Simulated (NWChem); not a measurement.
**GeF2 (SMILES [F][Ge][F]): r2SCAN-L/6-311G(d,p) (esp resp)**

What is the electrostatic solvation energy at fixed shape (COSMO-KS, cyclohexane) of GeF2 at r2SCAN-L/6-311G** (esp resp)? 

The calculation is run with NWChem 7.3.0.

1 further run of the same task is left out (set aside as unsound or not needed).

**1. The structure to begin with**

The species is GeF2 (3 atoms), meant as a singlet with charge 0. SMILES: `[F][Ge][F]`. Geometry: a GFN2-xTB relaxation, a rough one for these elements and not checked as a minimum.

Bond lengths: Ge1–F2 1.799 Å, Ge1–F3 1.799 Å. Angles: F2–Ge1–F3 94.7°.

**2. A single-point energy at r2SCAN-L/6-311G(d,p) (esp resp)**

Contents of sp.nw:

```
START sp
TITLE "F2Ge energy"
memory total 2200 mb
charge 0

GEOMETRY units angstrom noautoz
   Ge     0.004500    -0.007920    -0.812340
   F      1.320810    -0.018750     0.415140
   F     -1.325320     0.026670     0.397200
END

BASIS spherical bse
   * library 6-311G**
END

DFT
   xc r2scanl
   mult 1
   grid xfine
   convergence energy 1e-06
   maxiter 150
END

ESP
   restrain
   range 0.4
   spacing 0.035
   recalculate
END

TASK dft energy
TASK esp
```

On the command line:

```
$ nwchem sp.nw > sp.out
```

Standard output (excerpt; [...] marks lines left out):

```text
[...]
 Group name             C2v
[...]
          Wavefunction type:  closed shell.
          No. of atoms     :     3
          No. of electrons :    50
[...]
          Charge           :     0
          Spin multiplicity:     1
[...]
          AO basis - number of functions:    80
[...]
              XC Information
              --------------
                    r^2SCAN-L Method XC Functional
             r^2SCAN-L metaGGA Exchange Functional  1.000
                   r^2SCAN-L Correlation Potential  1.000
[...]
 d= 0,ls=0.0,diis     1  -2277.5090654261 -2.46D+03  2.57D-02  2.57D+00     0.7
[...]
 d= 0,ls=0.0,diis    10  -2277.6544685124  1.26D-07  5.64D-07  2.01D-08     4.5
         Total DFT energy =    -2277.654468512403
      One electron energy =    -3544.353878705029
           Coulomb energy =     1181.998100137882
    Exchange-Corr. energy =     -100.934790107246
 Nuclear repulsion energy =      185.636100161990
[...]
 Dipole moment                                  1.199103    1.198671    1.198671
 Quadrupole moment Qxx                         -6.512377   -6.510030   -6.510030
                   Qyy                          3.256189    3.255015    3.255015
                   Qzz                          3.256189    3.255015    3.255015
[...]
```

Wall time 7.2 s (1 thread of INTEL XEON PLATINUM 8581C at 2.10GHz (Emerald Rapids), shared host); peak memory 0.11 GiB.

**3. The energy at r2SCAN-L/6-311G(d,p) (COSMO-KS cyclohexane, esp resp)**

Contents of input.nw:

```
start input
title "GeF2"
memory 2200 mb
charge 0

geometry units au noautoz
 Ge   0.00850377  -0.01496663  -1.53510012
 F    2.49596916  -0.03543236   0.78450090
 F   -2.50449183   0.05039900   0.75059922
end

basis "ao basis" spherical bse
 * library 6-311G**
end

cosmo
 solvent cychexan
 do_cosmo_ks true
end

dft
 xc r2scanl
 grid xfine
 convergence energy 1e-06
 iterations 150
 print medium
end

esp
 restrain
 range 0.4
 spacing 0.035
 recalculate
end

task dft energy
task esp
```

On the command line:

```
$ nwchem input.nw > input.out
```

Standard output (excerpt; [...] marks lines left out):

```text
[...]
 Group name             C2v
[...]
          Wavefunction type:  closed shell.
          No. of atoms     :     3
          No. of electrons :    50
[...]
          Charge           :     0
          Spin multiplicity:     1
[...]
          AO basis - number of functions:    80
[...]
              XC Information
              --------------
                    r^2SCAN-L Method XC Functional
             r^2SCAN-L metaGGA Exchange Functional  1.000
                   r^2SCAN-L Correlation Potential  1.000
[...]
 d= 0,ls=0.0,diis     1  -2277.5090653824 -2.46D+03  2.57D-02  2.57D+00     0.8
[...]
 d= 0,ls=0.0,diis     6  -2277.6588561018  1.93D-07  1.46D-06  7.93D-08     9.8
         Total DFT energy =    -2277.658856101826
      One electron energy =    -3544.198731436788
           Coulomb energy =     1181.994116971120
    Exchange-Corr. energy =     -100.942426984470
 Nuclear repulsion energy =      185.636086801824
             COSMO energy =       -0.147901453512
[...]
 Dipole moment                                  1.303888    1.303453    1.303453
 Quadrupole moment Qxx                         -7.081469   -7.079107   -7.079107
                   Qyy                          3.540734    3.539554    3.539554
                   Qzz                          3.540734    3.539554    3.539554
[...]
```

Run time: 13 s. Hardware: 1 thread of INTEL XEON PLATINUM 8581C at 2.10GHz (Emerald Rapids), shared host; peak memory 0.11 GiB.

**4. Results**

At r2SCAN-L/6-311G** (esp resp):

| quantity | value |
| --- | --- |
| gas phase: total energy | -2277.65447 Eh |
| gas phase: dipole moment | 2.83 D |
| gas phase: HOMO energy | -7.83 eV |
| gas phase: LUMO energy | -3.57 eV |
| gas phase: HOMO–LUMO gap | 4.26 eV |
| COSMO-KS, cyclohexane: total energy | -2277.65886 Eh |
| COSMO-KS, cyclohexane: dipole moment | 3.11 D |
| COSMO-KS, cyclohexane: HOMO energy | -7.73 eV |
| COSMO-KS, cyclohexane: LUMO energy | -3.37 eV |
| COSMO-KS, cyclohexane: HOMO–LUMO gap | 4.36 eV |
| COSMO-KS, cyclohexane: solvent term in the energy | -11.5 kJ/mol |
| energy change from gas to solvent at fixed shape | -0.119 eV |

The solvent model (COSMO-KS, cyclohexane) lowers the energy by 0.12 eV (−2.8 kcal/mol) at the same shape. It holds the electrostatic part alone, without cavity or dispersion terms.
